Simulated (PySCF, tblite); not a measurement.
**C7H11F3O: geometry, infrared bands and NMR shifts**

Wanted: the infrared bands and NMR shifts of C7H11F3O (`FC(F)(F)CC[C@H]1CCOC1`), by calculation.

The runs use tblite 0.8.0 and PySCF 2.14.0, with density-fitted response routines of our own; the level of theory stands in each step. All values are computed, except where a source is named. Atoms count from 0, in the outputs and in this text.

### 1 The molecule as given

22 atoms, charge 0, multiplicity 1; geometry from: force field or distance geometry start.

Bonds of the start (Å): F0–C1 1.37, C1–F2 1.39, C1–F3 1.39, C1–C4 1.51, C4–C5 1.51, C5–C6 1.50, C6–C7 1.52, C7–C8 1.52, C8–O9 1.38, O9–C10 1.38, C10–C6 1.52, C4–H11 1.09, C4–H12 1.11, C5–H13 1.09, C5–H14 1.12, C6–H15 1.09, C7–H16 1.11, C7–H17 1.09, C8–H18 1.11, C8–H19 1.12, C10–H20 1.10, C10–H21 1.12.

### 2 Relaxing the molecule with GFN2-xTB

The job: settings as JSON, then the geometry in Å.

```
{"job": {"kind": "relax", "xc": "GFN2-xTB", "basis": "xTB"}, "charge": 0, "multiplicity": 1}
F      3.542000     0.444400    -0.887000
C      3.062400     0.204500     0.374800
F      2.914700     1.420600     1.041300
F      3.946800    -0.596700     1.078200
C      1.721000    -0.486500     0.279200
C      0.734300     0.384500    -0.462700
C     -0.621000    -0.248200    -0.604600
C     -1.251600    -0.559000     0.746600
C     -2.715900    -0.414200     0.375100
O     -2.793500     0.281000    -0.812900
C     -1.562600     0.855100    -1.056300
H      1.351900    -0.675800     1.289200
H      1.878800    -1.460800    -0.225800
H      0.635400     1.391300    -0.046800
H      1.114900     0.520900    -1.507700
H     -0.649700    -1.132900    -1.237800
H     -1.032600    -1.590400     1.080100
H     -0.989500     0.170000     1.514300
H     -3.155400    -1.428900     0.285500
H     -3.288700     0.083400     1.194200
H     -1.398800     1.165400    -2.094600
H     -1.453100     1.691700    -0.323300
```

Launch:

```console
$ OMP_NUM_THREADS=1 python probes_run.py task.json out
```

This one command runs all jobs of the session in turn.

**Question.** This job is followed by: GFN2-xTB harmonic vibrations, gas phase; GIAO PBE0/pcSseg-1 NMR shielding, non-relativistic, gas phase. What will the session give for the following? strongest single infrared mode (GFN2-xTB); zero-point energy (GFN2-xTB); 13C shifts against TMS (PBE0/pcSseg-1); 1H shifts against TMS (PBE0/pcSseg-1); 19F shifts against CFCl3 (PBE0/pcSseg-1, means over atoms taken as alike); 17O shifts against H2O (PBE0/pcSseg-1).

**Answer**, as computed:

```
                                                                 quantity                                                                 value
                                strongest single infrared mode (GFN2-xTB)                                                 1191 cm⁻¹, 186 km/mol
                                             zero-point energy (GFN2-xTB)                                                        109.1 kcal/mol
                                   13C shifts against TMS (PBE0/pcSseg-1)                         136.0, 78.1, 71.4, 43.9, 39.0, 34.5, 28.4 ppm
                                    1H shifts against TMS (PBE0/pcSseg-1)  4.25, 4.20, 4.14, 3.27, 2.12, 1.98, 1.97, 1.86, 1.79, 1.25, 1.18 ppm
19F shifts against CFCl3 (PBE0/pcSseg-1, means over atoms taken as alike)                                                             -87.1 ppm
                                   17O shifts against H2O (PBE0/pcSseg-1)                                                              54.5 ppm
```

Over 96 steps the energy fell by 0.626 eV; of the close pairs, C1–F2 changed most, 1.395 to 1.342 Å. The lowest mode is slightly imaginary (13i cm⁻¹), a soft motion within the noise of the Hessian, so the minimum is not strictly shown. The strongest single mode, at 1191 cm⁻¹, moves mainly C1. Unscaled tight-binding wavenumbers are off by several per cent, some by more. Its intensities can rank the bands wrongly.
